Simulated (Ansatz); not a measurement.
# CH5FSiTe: up Jacob's ladder to CCSD(T)

Aim: compute CH5FSiTe with functionals from several rungs and with coupled cluster, and see how far each lands from CCSD(T) at the basis-set limit for the atomisation energy.

Program: Ansatz 0.2.0, Gaussian basis. Level of theory: functionals in def2-TZVPP, the program's frozen cores in correlated methods. These are calculated values, not measurements.

The runs, in order: PBE-D4, r2SCAN-D4, PBE0-D4, B3LYP-D4, ωB97X-V, ωB97M-V, B2PLYP; CCSD(T)/def2-TZVPP; MP2/def2-QZVPP; extrapolation to the limit.

## 1. The relaxed structure

The geometry comes from an earlier relaxation with PBE0-D4/def2-TZVP; it is a stationary point, not always the lowest conformer. Te takes the def2 core potential; no spin-orbit term is included.

SMILES `FC([SiH3])[TeH]`, 9 atoms, charge 0, spin multiplicity 1.

Atoms are counted from 1 here; the program's logs count them from 0.

Bond lengths: F1–C2 1.385 Å, C2–Si3 1.897 Å, C2–Te4 2.152 Å, C2–H5 1.093 Å, Si3–H6 1.484 Å, Si3–H7 1.485 Å, Si3–H8 1.486 Å, Te4–H9 1.659 Å. Angles: F1–C2–Si3 111.1°, F1–C2–Te4 111.7°, F1–C2–H5 108.1°, Si3–C2–Te4 108.8°, Si3–C2–H5 111.5°, Te4–C2–H5 105.5°, C2–Si3–H6 108.1°, C2–Si3–H7 109.4°, C2–Si3–H8 109.2°, H6–Si3–H7 110.4°, H6–Si3–H8 110.0°, H7–Si3–H8 109.7°, C2–Te4–H9 94.0°.

## 2. PBE-D4 (GGA)

The input, in.yaml:

```yaml
crystal:
  periodic: [false, false, false]
  atoms:
    - {symbol: F, position_ang: [-0.338064, 0.254814, -1.830114]}
    - {symbol: C, position_ang: [-0.135381, 0.442851, -0.473484]}
    - {symbol: Si, position_ang: [0.890642, -0.970645, 0.265925]}
    - {symbol: Te, position_ang: [-1.996716, 0.581000, 0.597613]}
    - {symbol: H, position_ang: [0.354246, 1.409662, -0.333540]}
    - {symbol: H, position_ang: [1.422819, -0.517794, 1.574820]}
    - {symbol: H, position_ang: [2.004496, -1.307963, -0.656590]}
    - {symbol: H, position_ang: [0.018712, -2.158731, 0.455171]}
    - {symbol: H, position_ang: [-2.132255, 2.220605, 0.383197]}
basis:
  gaussian: {orbitals: def2-TZVPP}
hamiltonian: {xc: pbe, dispersion: d4}
output: {forces: true, orbitals: {seedname: orbitals}}
```

The run is started by

```console
ansatz run in.yaml --threads 4 --pin off --events-out ev --progress --plain --max-ram 10444MiB
```

Further steps of the session: r2SCAN-D4 (meta-GGA); PBE0-D4 (hybrid); B3LYP-D4 (hybrid); ωB97X-V (range-separated); ωB97M-V (range-separated); B2PLYP (double hybrid); CCSD(T) in def2-TZVPP; MP2 in def2-QZVPP.

Q: Predict the results of all the runs planned. Wanted: atomisation energy, CCSD(T)/CBS; farthest; mean size of error, hybrid; mean size of error, range-separated; gap, smallest and largest; T1 diagnostic; triples share of the correlation energy.

**Answer**, as computed:

| quantity | value |
| --- | --- |
| atomisation energy, CCSD(T)/CBS | 653.6 kcal/mol |
| functionals within 6.5 kcal/mol (1.0 %) | PBE-D4, r2SCAN-D4, B3LYP-D4, ωB97X-V, ωB97M-V |
| farthest | B2PLYP (-14.4 kcal/mol) |
| mean size of error, hybrid | 6.4 kcal/mol |
| mean size of error, range-separated | 2.9 kcal/mol |
| gap, smallest and largest | 3.74 eV (PBE-D4), 9.83 eV (ωB97X-V) |
| T1 diagnostic | 0.0121 |
| triples share of the correlation energy | 3.0 % |

PBE-D4 misses by +5.1 kcal/mol, or 0.6 kcal/mol for each of 8 bonds. Double hybrids carry the basis error of their MP2 part in triple zeta, and no dispersion term here, so their miss is partly the set-up's. The reference freezes the cores and leaves out spin-orbit coupling and excitations past (T), and its outer-core shells are covered unevenly, so misses under about 6.5 kcal/mol can't be ranked. All levels share the lack of spin-orbit coupling, which lowers the free heavy atoms and so the true binding. Hartree-Fock recovers 70 % of the binding; the rest is correlation. Orbital gaps span 3.7 to 9.8 eV; exact exchange widens them. Correlated methods include outer-core shells of Te, which these sets cover unevenly.
